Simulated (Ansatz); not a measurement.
# CH5BOZn: basis-set convergence

An exercise on one series of results from a longer session: the logs are not shown, and one member is left open.

Program: Ansatz 0.2.0, Gaussian basis. Level of theory: one geometry, several basis sets. These are calculated values, not measurements.

The runs, in order: PBE0-D4/def2-SVP; ωB97M-V/def2-SVP; PBE0-D4/def2-QZVPP; ωB97M-V/def2-QZVPP; the functionals' def2-TZVPP values are taken from earlier runs.

### The relaxed structure

The geometry comes from an earlier relaxation with PBE0-D4 in a triple-zeta def2 set; it is a stationary point, not always the lowest conformer.

SMILES `CO[BH][ZnH]`, 9 atoms, charge 0, spin multiplicity 1.

Atoms are counted from 1 here; the program's logs count them from 0.

Bond lengths: C1–O2 1.417 Å, C1–H5 1.092 Å, C1–H6 1.092 Å, C1–H7 1.094 Å, O2–B3 1.347 Å, B3–Zn4 2.090 Å, B3–H8 1.214 Å, Zn4–H9 1.562 Å. Angles: O2–C1–H5 108.9°, O2–C1–H6 108.8°, O2–C1–H7 110.9°, H5–C1–H6 108.7°, H5–C1–H7 109.7°, H6–C1–H7 109.7°, C1–O2–B3 122.5°, O2–B3–Zn4 118.1°, O2–B3–H8 116.6°, Zn4–B3–H8 125.3°, B3–Zn4–H9 179.6°.

The first run:

in.yaml reads:

```yaml
crystal:
  periodic: [false, false, false]
  atoms:
    - {symbol: C, position_ang: [-1.014387, 0.878492, 0.968477]}
    - {symbol: O, position_ang: [0.168293, 0.470778, 0.303961]}
    - {symbol: B, position_ang: [0.207153, -0.599052, -0.514187]}
    - {symbol: Zn, position_ang: [2.027539, -1.076884, -1.423765]}
    - {symbol: H, position_ang: [-0.839176, 0.856562, 2.045966]}
    - {symbol: H, position_ang: [-1.249912, 1.902780, 0.672688]}
    - {symbol: H, position_ang: [-1.850415, 0.219760, 0.716881]}
    - {symbol: H, position_ang: [-0.832041, -1.209009, -0.660739]}
    - {symbol: H, position_ang: [3.382944, -1.443417, -2.109282]}
basis:
  gaussian: {orbitals: def2-SVP}
hamiltonian: {xc: pbe0, dispersion: d4}
output: {orbitals: {seedname: orbitals}}
```

Steps of the session up to this table: PBE0-D4 in def2-SVP; ωB97M-V in def2-SVP; PBE0-D4 in def2-QZVPP; ωB97M-V in def2-QZVPP.

One of the session's tables, all rows but one given; the rest of the session is left out.

It belongs to the step «Functionals by basis». 

| functional | basis | HOMO (eV) |
| --- | --- | --- |
| PBE0-D4 | def2-SVP | -6.35 |
| PBE0-D4 | def2-TZVPP | -6.55 |
| PBE0-D4 | def2-QZVPP | ? |
| ωB97M-V | def2-SVP | -8.43 |
| ωB97M-V | def2-TZVPP | -8.68 |
| ωB97M-V | def2-QZVPP | -8.69 |

Q: Estimate the row for PBE0-D4, def2-QZVPP from the others.

As computed: HOMO (eV): -6.56. In the column «HOMO (eV)» it lies between ωB97M-V, def2-SVP (-8.43) and PBE0-D4, def2-TZVPP (-6.55).
